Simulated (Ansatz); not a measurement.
The system is NiMoIrPdW.

```xyz
5
Lattice="4.1467 0.0000 0.0000 -2.0734 3.5911 0.0000 0.0000 0.0000 5.4163" Properties=species:S:1:pos:R:3 pbc="T T T"
Ni    0.0000    0.0000    0.1203
Mo    2.0734    1.1970    2.4913
Pd    0.0000    2.3941    4.0406
Ir    0.0000    2.3941    1.3888
W     2.0734    1.1970    5.4155
```

The cell was built by a generator and needn't be a form met in nature.

* Program: Ansatz 0.2.0
* Task: relaxation of cell and atoms
* Functional: PBE
* Dispersion: D4
* Potentials or basis: Ansatz PAW
* Cutoff: 420 eV (not typed: the program's choice for these potentials)
* k mesh: 5 × 5 × 4
* Occupations: fermi-dirac, width 0.05 eV
* Spin: collinear spin, ferromagnetic start
* Starting moments: [1.0, 1.0, 0.0, 0.6, 0.0] μB

At the start: volume 16.13 Å³/atom.

Question: How do energy, volume and symmetry change on relaxing?

Answer: It ends after 7 steps and the volume is 15.75 Å³/atom (-2.4 %); space group P3m1 (No. 156, to 0.05 Å); moment 0.00 μB per cell.

The path:
```csv
step,energy change (eV),largest force (eV/Å),volume (Å³)
1,0.0000,0.1973,80.66
2,-0.0325,0.0455,78.87
3,-0.0328,0.0259,78.74
4,-0.0330,0.0129,78.73
5,-0.0330,0.0138,78.73
6,-0.0331,0.0018,78.73
7,-0.0323,0.0017,78.73
```

Final structure:
```
CELL_PARAMETERS angstrom
4.11265 0.00000 0.00000
-2.05633 3.56166 0.00000
0.00000 0.00000 5.37493
ATOMIC_POSITIONS crystal
Ni 0.00000 0.00000 0.01781
Mo 0.66667 0.33333 0.46305
Pd 0.33333 0.66667 0.74551
Ir 0.33333 0.66667 0.25834
W 0.66667 0.33333 0.99973
```

Caveat: the plane-wave basis is chosen anew once the cell has moved, so the energies of steps on either side of that aren't comparable; pairwise dispersion overbinds metals, which lowers pressure and volume; the starting moments weren't kept.
